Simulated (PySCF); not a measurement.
**CoON: triplet, from a bent start**

Aim: relax CoON as a triplet from a bent start, check by its vibrations whether the end is a minimum, and collect its spectrum and constants.

Computed with PySCF 2.14.0. Level: PBE0, basis Co def2-TZVP, O def2-TZVP, N def2-TZVP, no relativity, density fitting.

**1. The system as given**

3 atoms, charge 0, spin multiplicity 3.

Bond lengths: Co1–O2 1.600 Å, Co1–N3 1.630 Å. Angles: O2–Co1–N3 110.0°.

```xyz
3
charge 0 multiplicity 3
Co    0.0000    0.0000    0.0000
O    -1.3106    0.0000    0.9177
N     1.3352    0.0000    0.9349
```

**2. First SCF at the start**

One driver script runs all steps and calls PySCF; scf.py shows how it sets up the SCF of each step. The optimiser is the driver's own. After this first run the driver tries any further starts and a stability analysis.

Input file scf.py:

```python
from pyscf import gto, scf, dft
mol = gto.M(atom='''
Co     0.000000     0.000000     0.000000
O     -1.310600     0.000000     0.917700
N      1.335200     0.000000     0.934900''',
    basis={'Co': 'def2-TZVP', 'O': 'def2-TZVP', 'N': 'def2-TZVP'},
    charge=0, spin=2)
mf = dft.UKS(mol, xc='PBE0')
mf.grids.atom_grid = (50, 194)
aux = {'Co': 'def2-universal-JKFIT', 'O': 'def2-universal-JKFIT', 'N': 'def2-universal-JKFIT'}
mf = mf.density_fit(auxbasis=aux)
mf.conv_tol = 1e-08
mf.diis_space = 10
mf.max_cycle = 60
mf.init_guess = 'minao'
mf.verbose = 4
mf.kernel()
```

The run is started by

```
$ OMP_NUM_THREADS=4 python axn.py task.json out
```

Standard output (excerpt; [...] marks lines left out):

```text
[... the frontier levels of the middle cycles are left out ...]
init E= -1511.34765022869
[... the frontier-level lines of each cycle are left out ...]
cycle= 1 E= -1495.6049213205  delta_E= 15.7  |g|= 5.68  |ddm|= 13.9
cycle= 2 E= -1453.29290906654  delta_E= 42.3  |g|=   13  |ddm|= 16.7
cycle= 3 E= -1492.95149128971  delta_E= -39.7  |g|= 8.72  |ddm|= 7.35
cycle= 4 E= -1494.10711316864  delta_E= -1.16  |g|= 7.74  |ddm|= 2.75
cycle= 5 E= -1498.79628767801  delta_E= -4.69  |g|= 6.89  |ddm|= 3.18
cycle= 6 E= -1499.9214382312  delta_E= -1.13  |g|= 6.37  |ddm|= 2.46
cycle= 7 E= -1504.10045562337  delta_E= -4.18  |g|=  5.4  |ddm|= 2.52
cycle= 8 E= -1506.52153057825  delta_E= -2.42  |g|= 4.78  |ddm|= 1.39
cycle= 9 E= -1506.61702621014  delta_E= -0.0955  |g|= 4.68  |ddm|= 0.234
cycle= 10 E= -1506.91907001756  delta_E= -0.302  |g|= 4.64  |ddm|= 0.644
cycle= 11 E= -1507.21028733209  delta_E= -0.291  |g|= 4.54  |ddm|= 0.284
cycle= 12 E= -1487.58980701439  delta_E= 19.6  |g|= 6.99  |ddm|= 10.7
cycle= 13 E= -1507.97603795587  delta_E= -20.4  |g|=  3.8  |ddm|= 10.7
cycle= 14 E= -1512.14742211624  delta_E= -4.17  |g|= 0.426  |ddm|= 1.45
[... 11 cycles left out ...]
cycle= 26 E= -1512.22852625719  delta_E= -7.22e-05  |g|= 0.00168  |ddm|= 0.0262
cycle= 27 E= -1512.22855670596  delta_E= -3.04e-05  |g|= 0.00104  |ddm|= 0.0183
cycle= 28 E= -1512.22856705733  delta_E= -1.04e-05  |g|= 0.000709  |ddm|= 0.0132
cycle= 29 E= -1512.22856921283  delta_E= -2.16e-06  |g|= 0.000512  |ddm|= 0.00415
cycle= 30 E= -1512.22856995605  delta_E= -7.43e-07  |g|= 0.000504  |ddm|= 0.00151
cycle= 31 E= -1512.22857131877  delta_E= -1.36e-06  |g|= 0.000325  |ddm|= 0.00324
cycle= 32 E= -1512.22857223516  delta_E= -9.16e-07  |g|= 0.000237  |ddm|= 0.00259
cycle= 33 E= -1512.22857292111  delta_E= -6.86e-07  |g|= 0.000229  |ddm|= 0.0021
cycle= 34 E= -1512.22857397149  delta_E= -1.05e-06  |g|= 0.000181  |ddm|= 0.00397
cycle= 35 E= -1512.22857462077  delta_E= -6.49e-07  |g|= 0.000156  |ddm|= 0.00277
cycle= 36 E= -1512.22857562787  delta_E= -1.01e-06  |g|= 0.000121  |ddm|= 0.00787
cycle= 37 E= -1512.2285757219  delta_E= -9.4e-08  |g|= 7.03e-05  |ddm|= 0.00192
cycle= 38 E= -1512.22857574611  delta_E= -2.42e-08  |g|= 2.61e-05  |ddm|= 0.000943
cycle= 39 E= -1512.22857575121  delta_E= -5.11e-09  |g|= 1.34e-05  |ddm|= 0.000311
Extra cycle  E= -1512.22857575198  delta_E= -7.64e-10  |g|= 1.33e-05  |ddm|= 4.17e-05
converged SCF energy = -1512.22857575198  <S^2> = 2.9124507  2S+1 = 3.5566561
```

This step, with its further starts and checks, took 19 s on 4 threads of Arm Neoverse V2, shared host.

Energies from each starting density:

| start | energy (Eh) |
| --- | --- |
| the minimal-basis guess | -1512.228576 |
| a thermally smeared density | -1512.234320 |
| a smeared PBE density | -1512.234320 |

This is not the lowest solution: one lies 21.7 kJ/mol lower, at -1512.23684 Eh, and the relaxation starts from that.

**3. Relaxing the triplet from the bent start**

The program finds Cs symmetry in the start, which this walk keeps.

Changes to scf.py since step 2:

```diff
@@ -3,3 +3,3 @@
-Co     0.000000     0.000000     0.000000
-O     -1.310600     0.000000     0.917700
-N      1.335200     0.000000     0.934900''',
+Co     0.025481     0.000000    -0.312264
+O     -1.285119     0.000000     0.605436
+N      1.360681     0.000000     0.622636''',
@@ -15 +14,0 @@
-mf.init_guess = 'minao'
```

Steps of the walk:

| step | energy (Eh) | change (kJ/mol) | largest symmetric gradient (Eh/bohr) |
| --- | --- | --- | --- |
| 0 | -1512.236843 | 0.00 | 0.02172 |
| 1 | -1512.238868 | -5.32 | 0.02261 |
| 2 | -1512.247430 | -27.80 | 0.07349 |
| 3 | -1512.256024 | -50.36 | 0.03316 |
| 4 | -1512.259564 | -59.65 | 0.02243 |
| 5 | -1512.264619 | -72.92 | 0.01066 |
| 6 | -1512.265452 | -75.11 | 0.01149 |
| 7 | -1512.266095 | -76.80 | 0.00772 |
| 8 | -1512.266731 | -78.47 | 0.00233 |
| 9 | -1512.266931 | -79.00 | 0.00283 |
| 10 | -1512.267011 | -79.21 | 0.00184 |
| 11 | -1512.267039 | -79.28 | 0.00096 |
| 12 | -1512.267049 | -79.31 | 0.00014 |
| 13 | -1512.267051 | -79.31 | 0.00040 |
| 14 | -1512.267052 | -79.31 | 0.00013 |

The walk took 31 s.

After 14 steps and 79.3 kJ/mol it ends at Cs: Co–N 1.798 Å, Co–O 1.623 Å; N–Co–O 167.9°.

**4. Frequencies**

The point is checked on the finer grid, and tightened if its gradient asks for it. The Hessian and the dipole derivatives come from central differences of analytic gradients, with steps of 0.02 bohr.

Changes to scf.py since step 3:

```diff
@@ -3,3 +3,3 @@
-Co     0.025481     0.000000    -0.312264
-O     -1.285119     0.000000     0.605436
-N      1.360681     0.000000     0.622636''',
+Co     0.009261     0.000000    -0.060581
+O     -1.606089     0.000000     0.094356
+N      1.795596     0.000000     0.146615''',
@@ -9 +9 @@
-mf.grids.atom_grid = (50, 194)
+mf.grids.atom_grid = (75, 302)
@@ -12 +12 @@
-mf.conv_tol = 1e-08
+mf.conv_tol = 1e-10
```

The driver hands on the density of the step before, so the log starts near convergence.

Log of the central SCF (cycles and frontier levels):

```text
init E= -1512.26697516117
[... the frontier-level lines of each cycle are left out ...]
cycle= 1 E= -1512.26697516115  delta_E= 2.66e-11  |g|= 6.72e-06  |ddm|= 4.83e-06
Extra cycle  E= -1512.26697516086  delta_E= 2.87e-10  |g|= 3.42e-05  |ddm|= 1.44e-05
converged SCF energy = -1512.26697516086  <S^2> = 3.6164064  2S+1 = 3.9326359
```

The whole step took 36 s.

Geometry: Cs; Co–N 1.798 Å, Co–O 1.623 Å; N–Co–O 167.9°.

Harmonic modes (main isotopes):

```csv
symmetry,ω (cm⁻¹),IR (km/mol),μ (u)
a',43,44.7,19.80
a',567,27.5,15.30
a',874,51.8,19.44
```

Every mode is real; the point is a minimum.

Constants and moments:

```
Dipole moment                                                   : 0.94 D
Highest occupied level                                          : -7.79 eV
Lowest empty level                                              : -4.23 eV
Rotational constants                                            : 26.25, 0.195, 0.1936 cm⁻¹
Zero-point energy                                               : 8.9 kJ/mol
Principal polarisabilities                                      : 22.1, 22.5, 62.9 bohr³
Atomisation energy without zero-point energy                    : 571 kJ/mol
Principal traceless quadrupole moments about the centre of mass : -13.21, 6.52, 6.69 D Å
Entropy at 298.15 K and 1 bar (electronic part: spin only)      : 281.9 J/(mol K)
Heat capacity Cp at 298.15 K                                    : 48.4 J/(mol K)
Enthalpy at 298.15 K above 0 K                                  : 12.77 kJ/mol
Rotational symmetry number                                      : 1
Spin squared ⟨S²⟩                                               : 3.616
```

Charges (e) and bond orders:

```csv
atom,Mulliken,Löwdin,polar tensor,spin (Mulliken),Mayer order to Co1
Co1,0.75,0.48,1.07,2.81,–
O2,-0.48,-0.27,-0.56,0.99,1.74
N3,-0.27,-0.21,-0.51,-1.80,1.17
```

Outer orbital energies (eV). α occupied: -13.54, -13.43, -13.19, -11.95, -9.60, -9.58, -9.35, -7.79; empty: -3.03, -3.02, -0.14, 2.37. β occupied: -22.20, -11.09, -10.63, -10.57, -10.23, -8.85, -8.81, -8.45; empty: -4.23, -3.55, -3.47, -3.45.

Mulliken populations on Co1: s 6.56, p 12.39, d 7.30, f 0.00.

**5. What came out**

```
                                          quantity                                      value
                                           minimum               broken-symmetry (Ms = 1), Cs
                                          geometry  Co–N 1.798 Å, Co–O 1.623 Å; N–Co–O 167.9°
                                wavenumbers (cm⁻¹)                43 (a'), 567 (a'), 874 (a')
                                     dipole moment                                     0.94 D
highest occupied, lowest empty level (either spin)                            -7.79, -4.23 eV
                        polar-tensor charge of Co1                                    +1.07 e
                                 zero-point energy                                 8.9 kJ/mol
                               entropy at 298.15 K                            281.9 J/(mol K)
         atomisation energy (no zero-point energy)                                 571 kJ/mol
                                              ⟨S²⟩                                      3.616
```

The molecule stays Cs, as typed, and the end point is a minimum. The determinant is spin-contaminated (⟨S²⟩ = 3.62 against 2.00), so it is no pure spin state. In the infrared the band at 874 cm⁻¹ (a', stretch) leads. The first SCF alone would have been 22 kJ/mol too high. Other starts or spin states, not run here, may lie lower. One determinant may miss the lowest occupation of an open d or f shell.

The search up to here took 86 s.
